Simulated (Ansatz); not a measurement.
What does this script print? It uses Ansatz 0.2.0, Python API.

`deck_c3h5bo.py`:
```python
import ansatz

DECK = """
crystal:
  periodic: [false, false, false]
  atoms:
    - { symbol: B, position_ang: [-1.0254, 1.6082, -0.9845] }
    - { symbol: C, position_ang: [0.0407, 0.5842, -0.8098] }
    - { symbol: C, position_ang: [0.5578, -0.4199, -0.1013] }
    - { symbol: C, position_ang: [0.6236, -1.3138, 1.0884] }
    - { symbol: O, position_ang: [1.1929, -0.0291, -1.2736] }
    - { symbol: H, position_ang: [-1.9361, 1.7666, -0.1963] }
    - { symbol: H, position_ang: [-1.033, 2.3658, -1.9355] }
    - { symbol: H, position_ang: [-0.0049, -2.2118, 0.8377] }
    - { symbol: H, position_ang: [0.0829, -0.7796, 1.9891] }
    - { symbol: H, position_ang: [1.5846, -1.6217, 1.3887] }
basis:
  gaussian: { orbitals: def2-SVP }
correlation:
  method: mp2
"""


def main() -> None:
    session = ansatz.Session.from_yaml(DECK)
    r = session.plan(threads=1).execute().report

    print(f"E = {r['free_energy_ev']:.6f} eV = {r['free_energy_ev'] / 27.211386246:.7f} Ha")
    print("converged:", r["converged"], " doubts:", r["published_state_doubts"] or "none")
    symbols = ["B", "C", "C", "C", "O", "H", "H", "H", "H", "H"]
    print("correlation energy", round(r["free_energy_ev"] - r["reference_energy_ev"], 5), "eV")
    cluster = r["correlation"].get("coupled_cluster")
    if cluster:
        print("cycles", cluster["cycles"], " T1 diagnostic", round(cluster["t1_diagnostic"], 4), " largest double", round(cluster["largest_double"], 4))
    field = r["mean_field"]
    print("<S^2> =", round(abs(field["state"]["spin_squared"]), 4), " all-electron relativity setting:", field["relativity"])
    print("passes:", field["passes"])
    if "symmetry" in field:
        print("occupied orbitals by irrep:", field["symmetry"]["occupied"])


if __name__ == "__main__":
    main()
```

```console
$ python deck_c3h5bo.py
E = -5888.185596 eV = -216.3868295 Ha
converged: True  doubts: none
correlation energy -18.09954 eV
<S^2> = 0.0  all-electron relativity setting: none
passes: {'evaluations': 13, 'products': 38}
occupied orbitals by irrep: [{'A': 18}, {'A': 18}]
```

Reading the output:
- Total energies depend on the basis set; only differences at equal settings carry meaning.
- The geometry is a force-field or estimated start, not a minimum of this method, and the basis set is short of its limit.
- It ran for 1.5 s on 1 thread of Arm Neoverse V1 (shared host), peak memory 0.2 GiB.

(Lines on the test bed's own set-up are left out of the output.)
